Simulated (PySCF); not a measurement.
# BAs−: from the state search to spectroscopic constants

One table from this session's results is given with a row withheld; the runs are named, their logs left out.

Method: B aug-cc-pVDZ-DK, As aug-cc-pVDZ-DK, spin-free X2C with a Gaussian nucleus; program: PySCF 2.14.0.

3 further runs of the same task are left out: 1 that didn't finish, 2 set aside as unsound or not needed.

The first run:

The job is set up so:

- atoms: B, As
- charge: -1
- basis: B aug-cc-pVDZ-DK, As aug-cc-pVDZ-DK
- Hamiltonian: spin-free X2C with a Gaussian nucleus
- basis functions: 59
- electrons treated: 39
- masses in u: 11.0093, 74.9216
- levels: PBE0, PBE, r²SCAN, M06-2X, r²SCAN0, PBEsol, LC-ωPBE, MP2, SCS-MP2
- grid: 80 radial by 434 angular points
- occupations: held fixed by the projection of orbital angular momentum
- dissociation limit: B + As−, each in its ground configuration
- starting distance in angstrom: 2.090
- values of 2S to try: 1, 3

Steps of the session up to this table: The job; The PBE0 curve of the state that the search chose; Excited determinants; PBE; r²SCAN (meta-GGA); M06-2X; r²SCAN0 (hybrid meta-GGA); PBEsol; LC-ωPBE (range-separated hybrid).

One table of the session follows, with a row left open; its other results are not shown here.

It belongs to the step «The curves together». Energy (eV) from each level's lowest point:

| R (Å) | ROHF-MP2 | ROHF-SCS-MP2 | PBE | PBEsol | r²SCAN |
| --- | --- | --- | --- | --- | --- |
| 1.556 | 1.521 | 1.522 | 1.391 | 1.343 | 1.300 |
| 1.628 | 0.729 | 0.730 | 0.651 | 0.618 | 0.582 |
| 1.700 | 0.265 | 0.265 | 0.225 | 0.206 | 0.182 |
| 1.755 | 0.079 | 0.079 | 0.062 | 0.052 | 0.039 |
| 1.809 | 0.000 | 0.000 | 0.000 | 0.000 | 0.000 |
| 1.863 | 0.005 | 0.004 | 0.018 | 0.027 | 0.041 |
| 1.936 | ? | ? | ? | ? | ? |
| 2.026 | 0.362 | 0.354 | 0.382 | 0.417 | 0.472 |
| 2.135 | 0.783 | 0.762 | 0.764 | 0.816 | 0.896 |
| 2.279 | 1.477 | 1.427 | 1.332 | 1.406 | 1.510 |

Estimate the missing values for R (Å) = 1.936.

Worked estimate for «ROHF-MP2». A straight line through the neighbours (1.863, 0.005) and (2.026, 0.362) gives 0.005 + (0.362 − 0.005) × (1.936 − 1.863) / (2.026 − 1.863) = 0.165; a parabola fitted to 4 rows on both sides gives 0.122.

The run gave: ROHF-MP2: 0.112; ROHF-SCS-MP2: 0.109; PBE: 0.134; PBEsol: 0.155; r²SCAN: 0.188. In «ROHF-MP2» the line misses by +0.053 and the parabola by +0.010.

State 2 has its PBE0 minimum 0.71 eV higher. The other levels ran on the lowest alone.
